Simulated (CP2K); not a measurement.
# CH2ClNSi (SMILES Cl[SiH]1C=N1): a first try and a second

Wanted: the charge distribution of CH2ClNSi, BLYP-D4/6-31G** (spherical functions, lebedev grid 194, ngrids 5, radial grid 150).

The results are computed with CP2K 2026.2.

1 further run of the same task is left out (set aside as unsound or not needed).

## (1) Starting point

The species is CH2ClNSi (6 atoms), meant as a singlet with charge 0. SMILES: `Cl[SiH]1C=N1`. The coordinates come from a GFN2-xTB relaxation.

Bond lengths: Cl1–Si2 2.003 Å, Si2–C3 1.827 Å, Si2–N4 1.797 Å, C3–N4 1.289 Å, Si2–H5 1.435 Å, C3–H6 1.075 Å. Angles: Cl1–Si2–C3 120.3°, Cl1–Si2–N4 118.6°, C3–Si2–N4 41.7°, Si2–C3–N4 67.9°, Si2–N4–C3 70.4°, Cl1–Si2–H5 116.8°, C3–Si2–H5 119.6°, N4–Si2–H5 118.6°, Si2–C3–H6 163.4°, N4–C3–H6 128.5°.

## (2) The input as first written

Contents of job.inp:

```
&GLOBAL
 PROJECT_NAME job
 RUN_TYPE ENERGY_FORCE
 PRINT_LEVEL MEDIUM
&END GLOBAL

&FORCE_EVAL
 METHOD QUICKSTEP
 &DFT
  BASIS_SET_FILE_NAME ./6_31gss.basis
  POTENTIAL_FILE_NAME POTENTIAL
  &QS
   METHOD GAPW
   EPS_DEFAULT 1.0E-10
  &END QS
  &MGRID
   CUTOFF 280
   REL_CUTOFF 60
   NGRIDS 5
  &END MGRID
  ! isolated system
  &POISSON
   PERIODIC NONE
   POISSON_SOLVER MULTIPOLE
  &END POISSON
  ! self-consistent field
  &SCF
   SCF_GUESS ATOMIC
   EPS_SCF 1.0E-06
   MAX_SCF 56
   ADDED_MOS 3
   &DIAGONALIZATION
    ALGORITHM STANDARD
   &END DIAGONALIZATION
   &MIXING
    METHOD DIRECT_P_MIXING
    ALPHA 0.4
   &END MIXING
  &END SCF
  ! functional
  &XC
   &XC_FUNCTIONAL
    &GGA_X_B88
    &END GGA_X_B88
    &GGA_C_LYP
    &END GGA_C_LYP
   &END XC_FUNCTIONAL
   &VDW_POTENTIAL
    POTENTIAL_TYPE PAIR_POTENTIAL
    &PAIR_POTENTIAL
     TYPE DFTD4
     REFERENCE_FUNCTIONAL BLYP
    &END PAIR_POTENTIAL
   &END VDW_POTENTIAL
  &END XC
  ! extra output
  &PRINT
   &MOMENTS
    PERIODIC F
    REFERENCE COM
    MAX_MOMENT 1
   &END MOMENTS
   &MO ON
    ENERGIES T
    OCCUPATION_NUMBERS T
    NDIGITS 6
    &EACH
     QS_SCF 0
    &END EACH
    ADD_LAST NUMERIC
   &END MO
   &HIRSHFELD OFF
   &END HIRSHFELD
   &OVERLAP_CONDITION ON
   &END OVERLAP_CONDITION
  &END PRINT
 &END DFT
 &SUBSYS
  ! box in angstrom
  &CELL
   ABC 8.6 9.8 9.8
   PERIODIC NONE
  &END CELL
  &COORD
   UNIT bohr
   Cl    -0.7697610    -3.8948011    -2.1702182
   Si     0.0572020    -0.2967059    -1.3368301
   C      0.3207999     0.7106126     1.9545059
   N     -1.8313336     1.3093723     0.9832056
   H      1.2455374     1.1674728    -3.2855534
   H      0.4152862     0.7106126     1.9545059
  &END COORD
  &TOPOLOGY
   &CENTER_COORDINATES
   &END CENTER_COORDINATES
  &END TOPOLOGY
  &KIND Cl
   BASIS_SET 6-31Gss
   POTENTIAL ALL
   LEBEDEV_GRID 194
   RADIAL_GRID 150
  &END KIND
  &KIND Si
   BASIS_SET 6-31Gss
   POTENTIAL ALL
   LEBEDEV_GRID 194
   RADIAL_GRID 150
  &END KIND
  &KIND C
   BASIS_SET 6-31Gss
   POTENTIAL ALL
   LEBEDEV_GRID 194
   RADIAL_GRID 150
  &END KIND
  &KIND N
   BASIS_SET 6-31Gss
   POTENTIAL ALL
   LEBEDEV_GRID 194
   RADIAL_GRID 150
  &END KIND
  &KIND H
   BASIS_SET 6-31Gss
   POTENTIAL ALL
   LEBEDEV_GRID 194
   RADIAL_GRID 150
  &END KIND
 &END SUBSYS
 &PRINT
  &FORCES ON
  &END FORCES
 &END PRINT
&END FORCE_EVAL
```

Launch:

```sh
$ OMP_NUM_THREADS=1 cp2k.psmp -i job.inp > job.out 2>&1
```

Standard output:

```text
CP2K| version string:                                       CP2K version 2026.2
[...]
 GLOBAL| Method name                                                        CP2K
[...]
 GLOBAL| Run type                                                   ENERGY_FORCE
[...]
 DFT| Spin restricted Kohn-Sham (RKS) calculation                            RKS
 DFT| Multiplicity                                                             1
[...]
 DFT| Charge                                                                   0
[...]
 FUNCTIONAL| GGA_X_B88:
[...]
 FUNCTIONAL| GGA_C_LYP:
[...]
 QS| Method:                                                                GAPW
[...]
 QS| Density cutoff [a.u.]:                                                140.0
[...]
 QS| Relative density cutoff [a.u.]:                                        30.0
[...]
                             - Atoms:                                          6
[...]
                             - Spherical basis functions:                     74
[...]
 *** WARNING in particle_methods.F:720 :: The distance between the atoms 3 ***
 *** and 6 is only 0.050 angstrom and thus smaller than the threshold of   ***
 *** 0.500 angstrom                                                        ***
[...]
 Number of electrons:                                                         46
[...]
     1 P_Mix/Diag. 0.40E+00    1.1    48.66210771      -791.8544793060 -7.92E+02
[...]
    36 DIIS/Diag.  0.11E-07    1.0     0.00000062      -789.8322122139 -1.23E-05
  *** SCF run converged in    36 steps ***
[...]
  Overlap energy of the core charge distribution:              51.70411032543882
  Self energy of the core charge distribution:               -404.23610492141137
  Core Hamiltonian energy:                                   -443.64802297359068
  Hartree energy:                                             114.60918799745633
  Exchange-correlation energy:                                -14.55018961948917
  Dispersion energy:                                           -0.01165343849541
[...]
  Dipole moment [Debye]
    X=  0.5536906E+00 Y= -0.2008978E+00 Z= -0.2396748E+01  Total=      2.4680626
  Decoupling Energy:                                               0.0005124570
 ENERGY| Total FORCE_EVAL ( QS ) energy [hartree]           -789.832212213866001
 FORCES| Atomic forces [hartree/bohr]
 FORCES|   Atom     x               y               z               |f|
 FORCES|      1 -3.05509345E-03 -1.98304983E-02 -3.94086703E-03   2.04478041E-02
 FORCES|      2  2.95634947E-03  1.63498249E-02  3.16490876E-02   3.57452307E-02
 FORCES|      3 -6.51781134E+02  2.70762240E-02 -1.99930921E-01   6.51781165E+02
 FORCES|      4  1.81551107E-02 -2.39096986E-03  2.59897001E-02   3.17929126E-02
 FORCES|      5  7.51193069E-03  6.30069140E-03 -9.62886180E-03   1.37420084E-02
 FORCES|      6  6.51755311E+02 -2.74412959E-02  1.55797718E-01   6.51755330E+02
 FORCES| Sum    -2.54468074E-04  6.39762986E-05 -6.41446785E-05
 FORCES| Total atomic force                                       2.70113878E-04
[...]
```

It took 40 s on 1 thread of Arm Neoverse V1, shared host; peak memory 0.48 GiB.

## (3) What went wrong

The run finished; that doesn't make the result usable.

What is wrong: two atoms lie on top of or far too near each other. As the program read them, the closest atoms are 0.05 Å apart, against 1.08 Å in the sound input.

## (4) The mended input

Contents of run.inp:

```
&GLOBAL
  PROJECT run
  RUN_TYPE ENERGY_FORCE
  PRINT_LEVEL MEDIUM
&END GLOBAL
&FORCE_EVAL
  METHOD QUICKSTEP
  &DFT
    BASIS_SET_FILE_NAME ./6_31gss.basis
    POTENTIAL_FILE_NAME POTENTIAL
    CHARGE 0
    MULTIPLICITY 1
    &QS
      METHOD GAPW
      EPS_DEFAULT 1.0E-10
    &END QS
    &MGRID
      CUTOFF 280
      REL_CUTOFF 60
      NGRIDS 5
    &END MGRID
    &POISSON
      PERIODIC NONE
      POISSON_SOLVER MULTIPOLE
    &END POISSON
    &SCF
      SCF_GUESS ATOMIC
      EPS_SCF 1.0E-06
      MAX_SCF 80
      ADDED_MOS 3
      &DIAGONALIZATION
        ALGORITHM STANDARD
      &END DIAGONALIZATION
      &MIXING
        METHOD DIRECT_P_MIXING
        ALPHA 0.4
      &END MIXING
    &END SCF
    &XC
      &XC_FUNCTIONAL
        &GGA_X_B88
        &END GGA_X_B88
        &GGA_C_LYP
        &END GGA_C_LYP
      &END XC_FUNCTIONAL
      &VDW_POTENTIAL
        POTENTIAL_TYPE PAIR_POTENTIAL
        &PAIR_POTENTIAL
          TYPE DFTD4
          REFERENCE_FUNCTIONAL BLYP
        &END PAIR_POTENTIAL
      &END VDW_POTENTIAL
    &END XC
    &PRINT
      &MOMENTS
        PERIODIC F
        REFERENCE COM
        MAX_MOMENT 1
      &END MOMENTS
      &MO ON
        ENERGIES T
        OCCUPATION_NUMBERS T
        NDIGITS 6
        &EACH
          QS_SCF 0
        &END EACH
        ADD_LAST NUMERIC
      &END MO
      &HIRSHFELD OFF
      &END HIRSHFELD
      &OVERLAP_CONDITION ON
      &END OVERLAP_CONDITION
    &END PRINT
  &END DFT
  &SUBSYS
    &CELL
      ABC [angstrom] 8.6 9.8 10.8
      PERIODIC NONE
    &END CELL
    &COORD
      UNIT bohr
      Cl    -0.7697610    -3.8948011    -2.1702182
      Si     0.0572020    -0.2967059    -1.3368301
      C      0.3207999     0.7106126     1.9545059
      N     -1.8313336     1.3093723     0.9832056
      H      1.2455374     1.1674728    -3.2855534
      H      0.9775553     1.0040493     3.8548901
    &END COORD
    &TOPOLOGY
      &CENTER_COORDINATES
      &END CENTER_COORDINATES
    &END TOPOLOGY
    &KIND Cl
      BASIS_SET 6-31Gss
      POTENTIAL ALL
      LEBEDEV_GRID 194
      RADIAL_GRID 150
    &END KIND
    &KIND Si
      BASIS_SET 6-31Gss
      POTENTIAL ALL
      LEBEDEV_GRID 194
      RADIAL_GRID 150
    &END KIND
    &KIND C
      BASIS_SET 6-31Gss
      POTENTIAL ALL
      LEBEDEV_GRID 194
      RADIAL_GRID 150
    &END KIND
    &KIND N
      BASIS_SET 6-31Gss
      POTENTIAL ALL
      LEBEDEV_GRID 194
      RADIAL_GRID 150
    &END KIND
    &KIND H
      BASIS_SET 6-31Gss
      POTENTIAL ALL
      LEBEDEV_GRID 194
      RADIAL_GRID 150
    &END KIND
  &END SUBSYS
  &PRINT
    &FORCES ON
    &END FORCES
  &END PRINT
&END FORCE_EVAL
```

Launch:

```sh
$ OMP_NUM_THREADS=1 cp2k.psmp -i run.inp -o run.out
```

Standard output, cut to the lines that bear on the results:

```text
CP2K| version string:                                       CP2K version 2026.2
[...]
 GLOBAL| Method name                                                        CP2K
[...]
 GLOBAL| Run type                                                   ENERGY_FORCE
[...]
 DFT| Spin restricted Kohn-Sham (RKS) calculation                            RKS
 DFT| Multiplicity                                                             1
[...]
 DFT| Charge                                                                   0
[...]
 FUNCTIONAL| GGA_X_B88:
[...]
 FUNCTIONAL| GGA_C_LYP:
[...]
 QS| Method:                                                                GAPW
[...]
 QS| Density cutoff [a.u.]:                                                140.0
[...]
 QS| Relative density cutoff [a.u.]:                                        30.0
[...]
                             - Atoms:                                          6
[...]
                             - Spherical basis functions:                     74
[...]
 Number of electrons:                                                         46
[...]
     1 P_Mix/Diag. 0.40E+00    1.2     0.44688645      -844.3249621448 -8.44E+02
[...]
    16 DIIS/Diag.  0.54E-06    1.2     0.00000032      -843.6675943840 -8.53E-12
  *** SCF run converged in    16 steps ***
[...]
  Overlap energy of the core charge distribution:               0.00000274073994
  Self energy of the core charge distribution:               -404.23610492141137
  Core Hamiltonian energy:                                   -441.12468267449549
  Hartree energy:                                             110.06374713927708
  Exchange-correlation energy:                                -14.29413540646398
  Dispersion energy:                                           -0.01174486230355
[...]
  Dipole moment [Debye]
    X=  0.1576175E+01 Y=  0.2492775E+00 Z= -0.1495410E+00  Total=      1.6027565
  Decoupling Energy:                                               0.0001751971
 ENERGY| Total FORCE_EVAL ( QS ) energy [hartree]           -843.667594383983555
 FORCES| Atomic forces [hartree/bohr]
 FORCES|   Atom     x               y               z               |f|
[...]
```

It took 22 s on 1 thread of Arm Neoverse V1, shared host; peak memory 0.55 GiB.

Atomic charges (e):

```tsv
atom	Mulliken
Cl1	-0.149
Si2	+0.323
C3	+0.080
N4	-0.329
H5	-0.028
H6	+0.104
```

## (5) Outcome

At BLYP-D4/6-31G** (spherical functions, lebedev grid 194, ngrids 5, radial grid 150):

| quantity | value |
| --- | --- |
| total energy | -843.66759 Eh |
| dipole moment | 1.60 D |
| HOMO energy | -5.12 eV |
| LUMO energy | -1.60 eV |
| HOMO–LUMO gap | 3.53 eV |
| dispersion energy | -30.84 kJ/mol |
| largest force on an atom | 2.015 eV/Å |

**Reading.** The first attempt's energy was +1464.935 eV off this one. The largest force is 2.02 eV/Å: the shape isn't a stationary point for this species at this level.
